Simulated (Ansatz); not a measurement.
# Li5Mg: the cost of one run

Computed with the Python package of Ansatz 0.2.0. Level of theory: DFT LDA, plane waves, PAW.

**1. Starting point**

Symmetry: P-62m, No. 189, hexagonal system. Conventional cell: a = 5.274 Å, b = 5.274 Å, c = 5.053 Å, α = 90.00°, β = 90.00°, γ = 120.00°. Around Li (site symmetry m2m) lie 10 Li at 3.04 to 3.08 Å and 2 Mg at 3.07 Å. Li (site symmetry -6) has 3 Mg at 3.05 Å and 9 Li at 3.05 to 3.08 Å in its first shell of neighbours. Mg (site symmetry -62m) has 12 Li at 3.05 to 3.07 Å in its first shell of neighbours.

No structure file is read: the coordinates are typed or built in the script.

**2. The script**

ecut_li5mg.py reads:

```python
'''Convergence of Li5Mg with the plane-wave cutoff.'''

import ansatz as az
import pandas as pd

cell = (
    az.Lattice.from_parameters(5.27412552, 5.27412552, 5.05319898, alpha=90, beta=90, gamma=120)
    .space_group(189)
    .atom('Li', (0.33225081, 0.0, 0.0))
    .atom('Li', (2 / 3, 1 / 3, 0.5))
    .atom('Mg', (0.0, 0.0, 0.5))
)

base = cell.calculation()
base = base.functional(az.Functional.LDA).kpoints(3, center='gamma')
base = base.occupations('Methfessel-Paxton', width=0.15).scf(max_iterations=100)
base = base.forces()
base = base.stress()

rows = []
for value in [250, 325, 400, 475, 550, 625]:
    rep = base.basis(value).run().report
    rows.append((value, rep['free_energy_ev'] / len(rep['lattice']['sites']), rep['n_iterations'], sum(rep['stress_gpa'][i][i] for i in range(3)) / 3, max(abs(f) for row in rep['forces_ev_ang'] for f in row), rep['n_pw']))

table = pd.DataFrame(rows, columns=['cutoff (eV)', 'F/atom (eV)', 'iterations', 'P (GPa)', 'max component (eV/A)', 'plane waves'])
print(table.round(5).to_string(index=False))

# the last row is the reference
for row in rows[:-1]:
    shift = 1000 * (row[1] - rows[-1][1])
    print(f'{row[0]}: {shift:+.2f} meV/atom' + ('  (within 1 meV)' if abs(shift) < 1 else ''))
```

**3. The input behind the calls**

The engine receives this input (first run):

```yaml
crystal:
  lattice:
    a: 5.27412552
    b: 5.27412552
    c: 5.05319898
    alpha: 90.0
    beta: 90.0
    gamma: 120.0
  space_group: 189
  atoms:
    - { symbol: Li, position: [0.33225081, 0.0, 0.0] }
    - { symbol: Li, position: [0.6666666666666666, 0.3333333333333333, 0.5] }
    - { symbol: Mg, position: [0.0, 0.0, 0.5] }
basis:
  ecutwfc: 250.0
kpoints:
  mp_grid:
    grid: [3, 3, 3]
    shift: [0.0, 0.0, 0.0]
hamiltonian:
  xc: lda
scf:
  max_iter: 100
  occupations:
    method: methfessel_paxton
    width: 0.15
output:
  forces: true
  stress: true
```

**4. The run**

Command:

```
$ python ecut_li5mg.py
```

**Question.** How long does this script take on 1 thread of Arm Neoverse V1, shared host, and how much memory does it need?

About 8.2 s, with a peak of 0.44 GiB.
